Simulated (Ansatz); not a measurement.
# YHg: the cost of one run

Program: Ansatz 0.2.0 through its Python package. Level of theory: DFT PBEsol, all-electron LAPW. These are calculated values, not measurements.

### Step 1. The structure

The structure is cubic, space group Pm-3m (No. 221). The conventional cell has a = 3.680 Å, b = 3.680 Å, c = 3.680 Å, α = 90.00°, β = 90.00°, γ = 90.00°. Around Y (site symmetry m-3m) lie 8 Hg at 3.19 Å. Hg (site symmetry m-3m) has 8 Y at 3.19 Å as nearest neighbours.

No structure file is read: the coordinates are typed or built in the script.

### Step 2. Script

The input, eos_lapw.py:

```python
"""E(V) of YHg on LAPW."""

import ansatz as az
from ase.eos import EquationOfState
from ase.units import GPa
import numpy as np

XC = "pbesol"
OCCUPATIONS = "fermi_dirac"
SMEARING_WIDTH = 0.15
KMESH = (8, 8, 8)

VECTORS = np.array([
    [3.68, 0.0, 0.0],
    [0.0, 3.68, 0.0],
    [0.0, 0.0, 3.68],
])
SITES = [
    ("Y", [0.5, 0.5, 0.5]),
    ("Hg", [0.0, 0.0, 0.0]),
]


def on_lattice(cell):
    crystal = az.Crystal(lattice=az.Lattice.of(cell))
    for symbol, position in SITES:
        crystal = crystal.atom(symbol, position)
    return crystal


def main() -> None:
    volumes, energies = [], []
    for scale in np.linspace(0.94, 1.06, 7):
        cell = VECTORS * scale ** (1 / 3)
        model = on_lattice(cell).calculation()
        model = model.functional(XC).occupations(OCCUPATIONS, width=SMEARING_WIDTH)
        model = model.kpoints(*KMESH)
        model = model.pseudopotentials("all_electron", lapw=True)
        data = model.run().report
        volumes.append(abs(np.linalg.det(cell)) / len(SITES))
        energies.append(data["free_energy_ev"] / len(SITES))
        print(f"{scale:.3f} {volumes[-1]:9.4f} A^3/atom {energies[-1]:16.5f} eV/atom  (estimated basis error {1000 * data['lapw_basis_errors']['total_ev_per_atom']:.2f} meV/atom)")
    v0, e0, bulk = EquationOfState(volumes, energies, eos="birchmurnaghan").fit()
    print(f"V0 = {v0:.4f} A^3/atom, B0 = {bulk / GPa:.1f} GPa")


if __name__ == "__main__":
    main()
```

### Step 3. The input behind the calls

The engine receives this input (first run):

```yaml
crystal:
  lattice:
    - [3.6048768800732667, 0.0, 0.0]
    - [0.0, 3.6048768800732667, 0.0]
    - [0.0, 0.0, 3.6048768800732667]
  atoms:
    - { symbol: "Y", position: [0.5, 0.5, 0.5] }
    - { symbol: Hg, position: [0.0, 0.0, 0.0] }
kpoints:
  mp_grid:
    grid: [8, 8, 8]
hamiltonian:
  xc: pbesol
  pseudopotentials:
    kind: all_electron
    lapw: {}
scf:
  occupations:
    method: fermi_dirac
    width: 0.15
```

### Step 4. Running it

The run is started by

```
> python eos_lapw.py
```

**Question.** How long does this script take on 1 thread of Arm Neoverse V1, shared host, and how much memory does it need?

About 2.1 min, with a peak of 0.44 GiB.
